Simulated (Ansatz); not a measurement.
# CH₃Ge (quartet): from Hartree-Fock to the top rungs, cc-pVDZ

How much of the correlation energy of CH₃Ge (quartet) does each wave-function method recover here?

Computed with Ansatz 0.2.0, Gaussian basis. Level: cc-pVDZ, core rule «outside noble gas», up to 15 orbitals frozen.

To be run: UHF; CCSD(T) on ROHF; CCSD(T) on UHF; BCCD(T) on ROHF; CISD; CCSDT(Q) on ROHF; CCSDT(Q) on UHF; CASSCF and MRCISD+Q, 11 electrons in 11 orbitals; CASSCF and NEVPT2, 11 electrons in 11 orbitals.

18 further runs of the same task are left out: 5 that didn't finish, 13 set aside as unsound or not needed.

## (1) The geometry

The geometry is a PBE0/def2-TZVP stationary point (not a proven minimum) of the parent state, kept for this charge and spin. No spin-orbit coupling is included. The filled d shell of Ge may be among the frozen orbitals whatever the setting's name suggests; the logs give the count.

5 atoms, charge 0, spin multiplicity 4.

Atoms are counted from 1 here; the program's logs count them from 0.

Bond lengths: Ge1–C2 1.750 Å, Ge1–H3 1.529 Å, Ge1–H4 1.522 Å, C2–H5 1.077 Å. Angles: C2–Ge1–H3 123.1°, C2–Ge1–H4 120.6°, H3–Ge1–H4 116.3°, Ge1–C2–H5 152.0°.

## (2) UHF

File in.yaml:

```yaml
crystal:
  periodic: [false, false, false]
  atoms:
    - {symbol: Ge, position_ang: [0.000000, 0.009227, 0.252245]}
    - {symbol: C, position_ang: [0.000000, -0.092669, -1.495242]}
    - {symbol: H, position_ang: [0.000000, 1.336281, 1.011005]}
    - {symbol: H, position_ang: [0.000000, -1.253031, 1.102338]}
    - {symbol: H, position_ang: [0.000000, 0.356035, -2.474658]}
basis:
  gaussian: {orbitals: cc-pVDZ}
magnetization: {spin_polarized: true, initial_magnetization: 3}
hamiltonian: {xc: hf}
output: {orbitals: {seedname: orbitals}}
```

Run with:

```console
ansatz run in.yaml --threads 1 --pin off --events-out ev --progress --plain --max-ram 2393MiB
```

Further steps of the session: CCSD(T) on ROHF; CCSD(T) on UHF; BCCD(T) on ROHF; CISD; CCSDT(Q) on ROHF; CCSDT(Q) on UHF; CASSCF and MRCISD+Q, 11 electrons in 11 orbitals; CASSCF and NEVPT2, 11 electrons in 11 orbitals.

Before running them: what should the planned runs give, taken together? Wanted: UCCSDT(Q) below the RHF energy; RMP2 from UCCSDT(Q); UMP2 from UCCSDT(Q); RCCSD from UCCSDT(Q); RCCSD(T) from UCCSDT(Q); UCCSD(T) from UCCSDT(Q); RCCSDT(Q) from UCCSDT(Q); NEVPT2 valence from UCCSDT(Q); MRCISD+Q valence from UCCSDT(Q).

As calculated:

| quantity | value |
| --- | --- |
| UCCSDT(Q) below the RHF energy | -5.9339 eV |
| RMP2 from UCCSDT(Q) | +27.00 kcal/mol |
| UMP2 from UCCSDT(Q) | +26.98 kcal/mol |
| RCCSD from UCCSDT(Q) | +3.74 kcal/mol |
| RCCSD(T) from UCCSDT(Q) | +0.86 kcal/mol |
| UCCSD(T) from UCCSDT(Q) | +0.75 kcal/mol |
| RCCSDT(Q) from UCCSDT(Q) | +0.12 kcal/mol |
| NEVPT2 valence from UCCSDT(Q) | +21.33 kcal/mol |
| MRCISD+Q valence from UCCSDT(Q) | +0.45 kcal/mol |
| levels within 1 kcal/mol (43 meV) | RCCSD(T), UCCSD(T), BCCD(T), RCCSDT, UCCSDT, RCCSDT(Q), MRCISD+Q valence |
| T1 diagnostic | 0.022 |
| effectively unpaired electrons | 3.02 |

RCCSD(T) misses by +0.86 kcal/mol, 0.6 % of the correlation energy. One determinant dominates. Of the multireference levels listed MRCISD+Q valence comes nearest in total energy (+0.45 kcal/mol), which doesn't show that its space is the better one. These misses are within one basis, not against nature; the frozen cores of restricted and unrestricted runs differ, which can shift their rows.
